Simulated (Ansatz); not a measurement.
# Li2Sc: the cost of one run

Method: DFT PBE, scalar-relativistic, plane waves, PAW, in Ansatz 0.2.0.

### Step 1. The system as given

It takes space group Pccm (No. 49, orthorhombic). The conventional cell has a = 4.718 Å, b = 4.830 Å, c = 4.226 Å, α = 90.00°, β = 90.00°, γ = 90.00°. Li (site symmetry m) is surrounded by 1 Sc at 1.97 Å and 1 Li at 1.98 Å. Sc (site symmetry 2/m) is surrounded by 2 Li at 1.97 Å and 2 Sc at 2.11 Å.

Coordinates:

```
CELL_PARAMETERS angstrom
4.71841 0.00000 0.00000
0.00000 4.83049 0.00000
0.00000 0.00000 4.22635
ATOMIC_POSITIONS crystal
Li 0.33333 0.12500 0.00000
Li 0.66667 0.87500 0.00000
Li 0.66667 0.12500 0.50000
Li 0.33333 0.87500 0.50000
Sc 0.50000 0.50000 0.00000
Sc 0.50000 0.50000 0.50000
```

This is candidate A: random cell with space group Pccm (No. 49).

### Step 2. A loose first relaxation (candidate A)

The input, input.yaml:

```yaml
crystal:
  lattice:
    - [4.7184104041, 0.0, 0.0]
    - [0.0, 4.8304864844, 0.0]
    - [0.0, 0.0, 4.2263500791]
  atoms:
    - { symbol: Li, position: [0.3333333333, 0.125, 0.0] }
    - { symbol: Li, position: [0.6666666667, 0.875, 0.0] }
    - { symbol: Li, position: [0.6666666667, 0.125, 0.5] }
    - { symbol: Li, position: [0.3333333333, 0.875, 0.5] }
    - { symbol: Sc, position: [0.5, 0.5, 0.0] }
    - { symbol: Sc, position: [0.5, 0.5, 0.5] }
basis:
  ecutwfc: 420
kpoints:
  mp_grid: { grid: [4, 4, 4] }
hamiltonian:
  xc: pbe
scf:
  occupations: { method: gaussian, width: 0.1 }
  lower_state_search: "off"
output:
  forces: true
  stress: true
  eigenvalues: true
relax:
  adjacent_minimum: "off"
  f_tol: 0.04
  max_steps: 70
  cell: { stress_tol: 0.4 }
```

Launch:

```sh
$ ansatz run input.yaml --threads 1 --pin off --max-ram 2560MiB --backend cpu --events-out ev --progress --plain --runs-dir out
```

**Question.** How long does this run take on 1 thread of Arm Neoverse V2, shared host, and how much memory does it need?

About 88 s, with a peak of 0.41 GiB.
